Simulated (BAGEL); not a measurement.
# HF/def2-SVPD (density fitting with qzvpp-jkfit) run of GaHSF2 (SMILES [F][Ga]([F])[SH])

What is the energy change on altering one bond length of GaHSF2 at HF/def2-SVPD (density fitting with qzvpp-jkfit)? 

The results are computed with BAGEL 1.2.2.

1 further run of the same task is left out (it didn't finish). Runs told in other sessions of the task aren't counted.

## Step 1: The molecule

GaHSF2 has 5 atoms, charge 0, and is taken as a singlet. As SMILES, `[F][Ga]([F])[SH]`. Geometry: relaxed at PBE0-D4/def2-TZVP.

Bond lengths: F1–Ga2 1.736 Å, Ga2–F3 1.739 Å, Ga2–S4 2.163 Å, S4–H5 1.345 Å. Angles: F1–Ga2–F3 115.1°, F1–Ga2–S4 122.4°, F3–Ga2–S4 122.5°, Ga2–S4–H5 91.6°.

## Step 2: A single-point energy at HF/def2-SVPD (density fitting with qzvpp-jkfit)

Contents of input.json:

```json
{ "bagel" : [

{
  "title" : "molecule",
  "basis" : "def2-svpd.json",
  "df_basis" : "qzvpp-jkfit",
  "angstrom" : "true",
  "geometry" : [
    { "atom" : "F", "xyz" : [      -0.326400,      -1.486100,       1.658600 ] },
    { "atom" : "Ga", "xyz" : [       0.142700,      -0.389000,       0.397700 ] },
    { "atom" : "F", "xyz" : [       1.855700,      -0.271200,       0.121400 ] },
    { "atom" : "S", "xyz" : [      -1.298500,       0.749200,      -0.745600 ] },
    { "atom" : "H", "xyz" : [      -0.323600,       1.323500,      -1.473600 ] }
  ]
},

{ "title" : "hf" },

{ "title" : "print", "file" : "orbitals.molden", "orbitals" : "true" }

]}
```

The basis set def2-SVPD is read from a file made from the Basis Set Exchange's data (not shown).

Launch:

```console
$ BAGEL_NUM_THREADS=1 BAGEL input.json > input.out
```

The log of the run:

```text
* using 1 threads per process

  ===============================================================
  ===============================================================

  *** Geometry ***

  { "atom" : "F", "xyz" : [     -0.616807,     -2.808322,      3.134300 ] },
  { "atom" : "Ga", "xyz" : [      0.269664,     -0.735103,      0.751544 ] },
  { "atom" : "F", "xyz" : [      3.506765,     -0.512494,      0.229413 ] },
  { "atom" : "S", "xyz" : [     -2.453809,      1.415783,     -1.408980 ] },
  { "atom" : "H", "xyz" : [     -0.611515,      2.501053,     -2.784700 ] },

  Number of auxiliary basis functions:      566

  Since a DF basis is specified, we compute 2- and 3-index integrals:
    o Being stored without compression. Storage requirement is 0.064 GB

  Number of basis functions:      119
  Number of electrons      :       66

    * METHOD: MOLECULE                             0.32

  *** RHF ***

  === Nuclear Repulsion ===
   365.6878300203

      * DIIS with orbital gradients will be used.

  === RHF iteration (def2-svpd.json) ===
      0      -2519.42312248          0.02252007           0.15
      1      -2519.61153735          0.01942652           0.14
      2      -2519.85204552          0.00127827           0.14
      3      -2519.85415879          0.00031337           0.14
      4      -2519.85429684          0.00011893           0.14
      5      -2519.85431950          0.00003781           0.14
      6      -2519.85432182          0.00001718           0.14
      7      -2519.85432216          0.00000656           0.14
      8      -2519.85432222          0.00000306           0.14
      9      -2519.85432223          0.00000092           0.14
     10      -2519.85432223          0.00000032           0.14
     11      -2519.85432223          0.00000014           0.14
     12      -2519.85432223          0.00000005           0.14
     13      -2519.85432223          0.00000002           0.14
     14      -2519.85432223          0.00000001           0.14
     15      -2519.85432223          0.00000001           0.14
    * SCF iteration converged.

    * Permanent dipole moment:
           (    0.337235,    -0.593840,     0.634428) a.u.

    * METHOD: HF                                   2.55

    * METHOD: PRINT                                0.02

  ===============================================================
```

Run time: 3.3 s. Hardware: 1 thread of Arm Neoverse V2, shared host; peak memory 0.2 GiB.

## Step 3: The distorted shape

Contents of job.json:

```json
{ "bagel" : [

{
  "title" : "molecule",
  "basis" : "def2-svpd.json",
  "df_basis" : "qzvpp-jkfit",
  "angstrom" : true,
  "geometry" : [
    { "atom" : "F", "xyz" : [      -0.583346,      -1.503770,       1.700044 ] },
    { "atom" : "Ga", "xyz" : [      -0.114246,      -0.406670,       0.439144 ] },
    { "atom" : "F", "xyz" : [       1.855700,      -0.271200,       0.121400 ] },
    { "atom" : "S", "xyz" : [      -1.555446,       0.731530,      -0.704156 ] },
    { "atom" : "H", "xyz" : [      -0.580546,       1.305830,      -1.432156 ] }
  ]
},

{ "title" : "hf" },

{ "title" : "print", "file" : "orbitals.molden", "orbitals" : true }

]}
```

The basis set def2-SVPD is read from a file made from the Basis Set Exchange's data (not shown).

Launch:

```console
$ BAGEL_NUM_THREADS=1 BAGEL job.json > job.out
```

The log of the run:

```text
* using 1 threads per process

  ===============================================================
  ===============================================================

  *** Geometry ***

  { "atom" : "F", "xyz" : [     -1.102364,     -2.841713,      3.212618 ] },
  { "atom" : "Ga", "xyz" : [     -0.215894,     -0.768495,      0.829862 ] },
  { "atom" : "F", "xyz" : [      3.506765,     -0.512494,      0.229413 ] },
  { "atom" : "S", "xyz" : [     -2.939367,      1.382391,     -1.330662 ] },
  { "atom" : "H", "xyz" : [     -1.097073,      2.467661,     -2.706383 ] },

  Number of auxiliary basis functions:      566

  Since a DF basis is specified, we compute 2- and 3-index integrals:
    o Being stored without compression. Storage requirement is 0.064 GB

  Number of basis functions:      119
  Number of electrons      :       66

    * METHOD: MOLECULE                             0.32

  *** RHF ***

  === Nuclear Repulsion ===
   352.1478323080

      * DIIS with orbital gradients will be used.

  === RHF iteration (def2-svpd.json) ===
      0      -2519.36350405          0.02312699           0.15
      1      -2519.51985701          0.02185240           0.14
      2      -2519.82592509          0.00148196           0.14
      3      -2519.82844139          0.00067917           0.14
      4      -2519.82888701          0.00020915           0.14
      5      -2519.82895171          0.00006333           0.14
      6      -2519.82895978          0.00002522           0.14
      7      -2519.82896104          0.00001064           0.14
      8      -2519.82896120          0.00000548           0.15
      9      -2519.82896123          0.00000175           0.15
     10      -2519.82896123          0.00000095           0.14
     11      -2519.82896123          0.00000035           0.15
     12      -2519.82896123          0.00000011           0.14
     13      -2519.82896123          0.00000005           0.14
     14      -2519.82896123          0.00000003           0.14
     15      -2519.82896123          0.00000001           0.14
     16      -2519.82896123          0.00000000           0.14
    * SCF iteration converged.

    * Permanent dipole moment:
           (    0.888569,    -0.613741,     0.609829) a.u.

    * METHOD: HF                                   2.72

    * METHOD: PRINT                                0.02

  ===============================================================
```

It took 3.3 s on 1 thread of Arm Neoverse V2, shared host; peak memory 0.2 GiB.

## Step 4: Results

At HF/def2-SVPD (density fitting with qzvpp-jkfit):

| quantity | value |
| --- | --- |
| first shape: total energy | -2519.85432 Eh |
| first shape: dipole moment | 2.37 D |
| first shape: HOMO energy | -11.52 eV |
| first shape: LUMO energy | 0.73 eV |
| first shape: HOMO–LUMO gap | 12.25 eV |
| distorted shape: total energy | -2519.82896 Eh |
| distorted shape: dipole moment | 3.15 D |
| distorted shape: HOMO energy | -11.83 eV |
| distorted shape: LUMO energy | 0.42 eV |
| distorted shape: HOMO–LUMO gap | 12.25 eV |
| energy change with the Ga2–F3 bond stretched from 1.739 to 2.000 Å | 0.690 eV |

What this shows: With the Ga2–F3 bond stretched from 1.739 to 2.000 Å the energy rises by 0.69 eV (15.9 kcal/mol). The first shape isn't relaxed at this level, so the change isn't measured from a minimum.
